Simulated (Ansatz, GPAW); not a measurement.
# RbGeF3 with GLLB-SC from a Python script

These are simulated results from GPAW 26.7.0, not measurements. The cell was built from a prototype and was relaxed with r2SCAN in plane waves (Ansatz 0.2.0). It may be hypothetical. All runs are without spin polarisation.

Space group Pm-3m (No. 221), cubic; conventional cell a = 4.424 Å, 17.32 Å³ an atom. Rb is surrounded by 12 F at 3.13 Å; Ge is surrounded by 6 F at 2.21 Å; F is surrounded by 2 Ge at 2.21 Å and 4 Rb at 3.13 Å.

GLLB-SC is a model potential. Its fundamental gap is the Kohn-Sham gap plus a derivative discontinuity, which the script evaluates at the band edges among the listed k points. Its total energy isn't variational and serves nothing here.

The script, run.py:

```python
import json
from ase import Atoms
from gpaw import GPAW, PW, FermiDirac

atoms = Atoms(['Rb', 'Ge', 'F', 'F', 'F'],
              cell=[[4.42436018, 0.0, 0.0], [0.0, 4.42436018, 0.0], [0.0, 0.0, 4.42436018]],
              scaled_positions=[[0.0, 0.0, 0.0], [0.5, 0.5, 0.5], [0.5, 0.5, 0.0], [0.5, 0.0, 0.5], [0.0, 0.5, 0.5]],
              pbc=True)
calc = GPAW(mode=PW(400), xc='GLLBSC', kpts={'size': (4, 4, 4), 'gamma': True},
            occupations=FermiDirac(0.02), maxiter=100, legacy_gpaw=True, txt='gpaw.txt')
atoms.calc = calc
res = {'energy': atoms.get_potential_energy(force_consistent=True)}
res['electrons'] = calc.get_number_of_electrons()
res['k'] = calc.get_ibz_k_points().tolist()
res['levels'] = [calc.get_eigenvalues(kpt=i).tolist() for i in range(len(res['k']))]
points = [[0.0, 0.0, 0.0], [0.0, 0.5, 0.0], [0.5, 0.5, 0.0], [0.5, 0.5, 0.5]]
bands = calc.fixed_density(kpts=points, symmetry='off', nbands=round(res['electrons']) // 2 + 6, convergence={'bands': -2}, txt='bands.txt')
res['points'] = [bands.get_eigenvalues(kpt=i).tolist() for i in range(len(points))]
homo, lumo = bands.get_homo_lumo()
potential = calc.hamiltonian.xc.response.calculate_discontinuity_potential(homo, lumo)
res['discontinuity'] = bands.hamiltonian.xc.response.calculate_discontinuity(potential)
json.dump(res, open('results.json', 'w'))
print('free energy (eV):', round(res['energy'], 5))
```

Command: `python run.py`. It took 22 s on 1 thread of Arm Neoverse V1, on a shared host, peak memory 0.17 GiB.

The log gpaw.txt, trimmed of paths, versions and times, then the last line on the terminal. An iter line gives the energy in eV and the logarithms of the changes of orbitals (plane waves alone) and density (c: converged):

```
___ ___ ___ _ _ _
 |   |   |_  | | | |

 | | | | | . | | | |

 |__ |  _|___|_____|  26.7.0
 |___|_|

Input parameters:
  kpts: {gamma: True,
         size: (4, 4, 4)}
  maxiter: 100
  mode: {ecut: 400.0,
         name: pw}
  occupations: {fixmagmom: False,
                name: fermi-dirac,
                width: 0.02}
  xc: GLLBSC

System changes: positions, numbers, cell, pbc, initial_charges, initial_magmoms

Initialize ...

species:
  Rb:
    name:    Rubidium
    Z:       37.0
    valence: 9
    core:    28
    charge:  0.0  # [|e|]
    compensation charges:
      type: gauss
      rc: 0.38  # [Å]
      lmax: 2
    cutoffs:
      filter: 2.43  # [Å]
      core: 1.99  # [Å]
    projectors
    | kind |    occ | energy [eV] | rcut [Å] |

    |------|--------|-------------|----------|

    |   4s |  2.000 |     -31.799 |    1.376 |

    |   5s |  1.000 |      -3.005 |    1.376 |

    |   4p |  6.000 |     -15.869 |    1.270 |

    |    p |        |      11.343 |    1.270 |

    |    d |        |       0.000 |    1.217 |

    Using partial waves for Rb as LCAO basis

  Ge:
    name:    Germanium
    Z:       32.0
    valence: 4
    core:    28
    charge:  0.0  # [|e|]
    compensation charges:
      type: gauss
      rc: 0.32  # [Å]
      lmax: 2
    cutoffs:
      filter: 1.77  # [Å]
      core: 3.42  # [Å]
    projectors
    | kind |    occ | energy [eV] | rcut [Å] |

    |------|--------|-------------|----------|

    |   4s |  2.000 |     -13.001 |    1.005 |

    |   4p |  2.000 |      -5.408 |    1.005 |

    |    s |        |      14.211 |    1.005 |

    |    p |        |      21.803 |    1.005 |

    |    d |        |       0.000 |    1.005 |

    Using partial waves for Ge as LCAO basis

  F:
    name:    Fluorine
    Z:       9.0
    valence: 7
    core:    2
    charge:  0.0  # [|e|]
    compensation charges:
      type: gauss
      rc: 0.20  # [Å]
      lmax: 2
    cutoffs:
      filter: 1.14  # [Å]
      core: 0.74  # [Å]
    projectors
    | kind |    occ | energy [eV] | rcut [Å] |

    |------|--------|-------------|----------|

    |   2s |  2.000 |     -36.122 |    0.635 |

    |   2p |  5.000 |     -16.598 |    0.635 |

    |    s |        |      -8.911 |    0.635 |

    |    p |        |      10.613 |    0.635 |

    |    d |        |       0.000 |    0.635 |

    Using partial waves for F as LCAO basis

Reference energy: -146224.033209  # eV

Spin-paired calculation

Convergence criteria:
 Maximum [total energy] change in last 3 cyles: 0.0005 eV / valence electron
 Maximum integral of absolute [dens]ity change: 0.0001 electrons / valence electron
 Maximum integral of absolute [eigenst]ate change: 4e-08 eV^2 / valence electron
 Maximum number of scf [iter]ations: 100
 (Square brackets indicate name in SCF output, whereas a 'c' in
 the SCF output indicates the quantity has converged.)

Symmetries present (total): 48

  ( 1  0  0)  ( 1  0  0)  ( 1  0  0)  ( 1  0  0)  ( 1  0  0)  ( 1  0  0)
  ( 0  1  0)  ( 0  1  0)  ( 0  0  1)  ( 0  0  1)  ( 0  0 -1)  ( 0  0 -1)
  ( 0  0  1)  ( 0  0 -1)  ( 0  1  0)  ( 0 -1  0)  ( 0  1  0)  ( 0 -1  0)

  ( 1  0  0)  ( 1  0  0)  ( 0  1  0)  ( 0  1  0)  ( 0  1  0)  ( 0  1  0)
[... 20 lines left out ...]
  ( 0  0 -1)  ( 0  0 -1)  (-1  0  0)  (-1  0  0)  ( 0  1  0)  ( 0  1  0)
  ( 1  0  0)  (-1  0  0)  ( 0  0  1)  ( 0  0 -1)  ( 0  0  1)  ( 0  0 -1)

  (-1  0  0)  (-1  0  0)  (-1  0  0)  (-1  0  0)  (-1  0  0)  (-1  0  0)
  ( 0  0  1)  ( 0  0  1)  ( 0  0 -1)  ( 0  0 -1)  ( 0 -1  0)  ( 0 -1  0)
  ( 0  1  0)  ( 0 -1  0)  ( 0  1  0)  ( 0 -1  0)  ( 0  0  1)  ( 0  0 -1)

64 k-points: 4 x 4 x 4 Monkhorst-Pack grid + [1/8,1/8,1/8]
10 k-points in the irreducible part of the Brillouin zone
       k-points in crystal coordinates                weights
   0:     0.00000000    0.00000000    0.00000000          1/64
   1:     0.25000000    0.00000000    0.00000000          6/64
   2:     0.25000000    0.25000000    0.00000000         12/64
   3:     0.25000000    0.25000000    0.25000000          8/64
   4:     0.50000000    0.00000000    0.00000000          3/64
   5:     0.50000000    0.25000000    0.00000000         12/64
   6:     0.50000000    0.25000000    0.25000000         12/64
   7:     0.50000000    0.50000000    0.00000000          3/64
   8:     0.50000000    0.50000000    0.25000000          6/64
   9:     0.50000000    0.50000000    0.50000000          1/64

Wave functions: Plane wave expansion
  Cutoff energy: 400.000 eV
  Number of coefficients (min, max): 1542, 1596
  Pulay-stress correction: 0.000000 eV/Ang^3 (de/decut=0.000000)
  Using FFTW library
  ScaLapack parameters: grid=1x1, blocksize=None
  Wavefunction extrapolation:
    Improved wavefunction reuse through dual PAW basis

Occupation numbers: Fermi-Dirac:
  width: 0.0200  # eV

Eigensolver
   Davidson(niter=2)

Densities:
  Coarse grid: 21*21*21 grid
  Fine grid: 42*42*42 grid
  Total Charge: 0.000000

Density mixing:
  Method: separate
  Backend: msr1
  Linear mixing parameter: 0.05
  old densities: 10
  Width of damping distribution: 1.1
  Damping of long wavelength oscillations: 20

Hamiltonian:
  XC and Coulomb potentials evaluated on a 42*42*42 grid
  Using the GLLBSC Exchange-Correlation functional
  External potential:
    NoExternalPotential

XC parameters: GLLBSC functional being used consists of
  -----------------------------------------------------------------------
  | Weight | Module     | Description                                   |

  -----------------------------------------------------------------------
  |  1.000 | SCREENING  | GGA_X_PBE_SOL with 2 nearest neighbor stencil |

  |  1.000 | RESPONSE   | eps=0.0500 eV                                 |

  |  1.000 | XC         | GGA_C_PBE_SOL with 2 nearest neighbor stencil |

  -----------------------------------------------------------------------

Memory estimate:
  Process memory now: 111.85 MiB
  Calculator: 16.52 MiB
    Density: 5.76 MiB
      Arrays: 1.84 MiB
      Localized functions: 2.51 MiB
      Mixer: 1.41 MiB
    Hamiltonian: 1.27 MiB
      Arrays: 1.20 MiB
      XC: 0.00 MiB
      Poisson: 0.00 MiB
      vbar: 0.07 MiB
    Wavefunctions: 9.49 MiB
      Arrays psit_nG: 5.11 MiB
      Eigensolver: 0.70 MiB
      Projections: 0.21 MiB
      Projectors: 2.87 MiB
      PW-descriptor: 0.60 MiB

Total number of cores used: 1

Number of atoms: 5
Number of atomic orbitals: 21
Number of bands in calculation: 21
Number of valence electrons: 34
Bands to converge: occupied

... initialized

Initializing position-dependent things.

Density initialized from atomic densities
Creating initial wave functions:
  21 bands from LCAO basis set

    .----------.
   /|          |

  / |          |

 *  |          |

 | F|   Ge     |

 |  .----------.
 | /   FF     /
 |/          /
 Rb---------*
Positions:
   0 Rb     0.000000    0.000000    0.000000    ( 0.0000,  0.0000,  0.0000)
   1 Ge     2.212180    2.212180    2.212180    ( 0.0000,  0.0000,  0.0000)
   2 F      2.212180    2.212180    0.000000    ( 0.0000,  0.0000,  0.0000)
   3 F      2.212180    0.000000    2.212180    ( 0.0000,  0.0000,  0.0000)
   4 F      0.000000    2.212180    2.212180    ( 0.0000,  0.0000,  0.0000)

Unit cell:
           periodic     x           y           z      points  spacing
  1. axis:    yes    4.424360    0.000000    0.000000    21     0.2107
  2. axis:    yes    0.000000    4.424360    0.000000    21     0.2107
  3. axis:    yes    0.000000    0.000000    4.424360    21     0.2107

  Lengths:   4.424360   4.424360   4.424360
  Angles:   90.000000  90.000000  90.000000

Effective grid spacing dv^(1/3) = 0.2107

iter:   1   -27.204339
iter:   2   -23.035165   -1.13  -1.09
iter:   3   -20.992773   -1.48  -1.18
iter:   4   -18.951400   -1.39  -1.34
iter:   5   -19.954195   -1.58  -1.57
iter:   6   -18.928428   -2.34  -1.71
iter:   7   -18.826642   -2.93  -2.29
iter:   8   -18.848643   -4.08  -2.28
iter:   9   -18.870224   -5.05  -2.70
iter:  10   -18.889961   -4.84  -2.86
iter:  11   -18.883935   -6.44  -3.71
iter:  12   -18.883444c  -6.16  -3.83
iter:  13   -18.884524c  -7.28  -4.12c
iter:  14   -18.884914c  -8.23c -4.95c

Converged after 14 iterations.

Energy contributions relative to reference atoms: (reference = -146224.033209)

Kinetic:        +38.368008
Potential:      -31.306078
External:        +0.000000
XC:             -26.988886
Entropy (-ST):   -0.000000
Local:           +1.042042
SIC:             +0.000000
--------------------------
Free energy:    -18.884914
Extrapolated:   -18.884914

GLLBSC response reference energy: 3.20938 eV (from HOMO)

Showing only first 2 kpts
 Kpt  Band  Eigenvalues  Occupancy
  0    15     -1.96790    2.00000
  0    16     -1.96790    2.00000
  0    17      8.81295    0.00000
  0    18      9.55499    0.00000

  1    15     -1.97254    2.00000
  1    16     -0.60842    2.00000
  1    17      7.75491    0.00000
  1    18      9.23731    0.00000

Fermi level: 4.10859

Gap: 2.772 eV
Transition (v -> c):
  (s=0, k=9, n=16, [0.50, 0.50, 0.50]) -> (s=0, k=9, n=17, [0.50, 0.50, 0.50])
No difference between direct/indirect transitions

free energy (eV): -18.88491
```

The gap in the log is over the mesh alone; results.json adds the listed points. GLLB-SC gives a gap of 3.62 eV (2.772 eV Kohn-Sham over the listed points plus 0.848 eV discontinuity). On the same cell, plane-wave PBE (Ansatz, 6×6×6 k points and the special points) gives a gap of 1.82 eV and r2SCAN a gap of 2.06 eV; on shared hosts these took about 3.6 and 10 core-seconds on the 5-atom cell, against 22 for the script. Semilocal gaps usually lie below measured ones.

The runs are scalar-relativistic, without spin-orbit coupling.
